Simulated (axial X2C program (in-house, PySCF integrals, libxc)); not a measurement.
# TmNC⁺: Ω levels from open-shell CI on f13 s0

Aim: the spin–orbit levels of TmNC⁺ that arise from the configuration f13 s0 of Tm, and how they move with the bond.

Computed with an in-house X2C program for linear molecules on PySCF integrals. Level: two-component X2C, average-of-configuration Hartree–Fock and CI in the open shells.

All values are calculated.

### Step 1. Set-up

task.json reads:

```json
{"zs": [69, 7, 6], "q": 1, "bas": ["dyall-v3z", "dyall-v3z", "dyall-v3z"], "r0": 2.2, "metal": 0, "shells": [[3, [0, 1, 2, 3], 13], [0, [0], 0]], "fix": 0, "emax": 2.2, "nroots": 4, "r2": 1.17}
```

Keys: zs atomic numbers; q charge; bas basis sets; r0 starting distance in Å; metal index of the metal atom; shells open shells as [l, |m| values, electrons]; fix electron count of the first shell held; emax energy window in eV; nroots roots for each Ω; r2 second bond in Å, held.

Command:

```
python soci.py task.json out
```

Two-component X2C with atomic mean-field Coulomb and Gaunt terms, basis Tm dyall-v3z, N dyall-v3z, C dyall-v3z (cores contracted in-house). Orbitals come from Hartree–Fock averaged over the configuration Tm f13 s0; CI then distributes these electrons over the f, s shells of Tm.

### Step 2. CI at Tm–N–C held linear, bonds 2.185 and 1.170 Å (the second held)

What does the calculation give? Wanted: lowest level of the model; next level; lowest curve, Re and ωe.

The runs gave:

| quantity | value |
| --- | --- |
| lowest level of the model | Ω = 1/2, g∥ = 1.17, 100% f13 |
| next level | Ω = 3/2, 215 cm⁻¹ higher |
| lowest curve, Re and ωe | 2.182 Å, 428.8 cm⁻¹ |

In words: In the lowest level ⟨Sz⟩ = 0.08 and ⟨Lz⟩ = 0.42; its leading determinant has weight 1.00 among 67. The 4 lowest levels are the Ω components of the Hund's-rule level 2F7/2 of f13 (gJ = 1.143, so g∥ near 2gJΩ), split by the axial field over 1040 cm⁻¹. From 2.185 to 2.578 Å the gap from the lowest to the fifth level goes from 8637 to 8628 cm⁻¹. Without dynamic correlation distances can be off by several hundredths of an Å, and the wavenumbers are rough. Dynamic correlation is missing, so gaps between terms are too wide and other configurations may lie lower; the lowest level listed is that of this model, not necessarily the ground state. At most 4 roots were kept for each Ω > 0 (twice that for Ω = 0) within 2.2 eV of the lowest, so higher up levels can be missing between those listed; levels with Ω > 0 are doubly degenerate and listed once, Ω = 0 levels singly. States that fill the shells left empty in the average are placed too high. The molecule was held linear; bending was not examined.
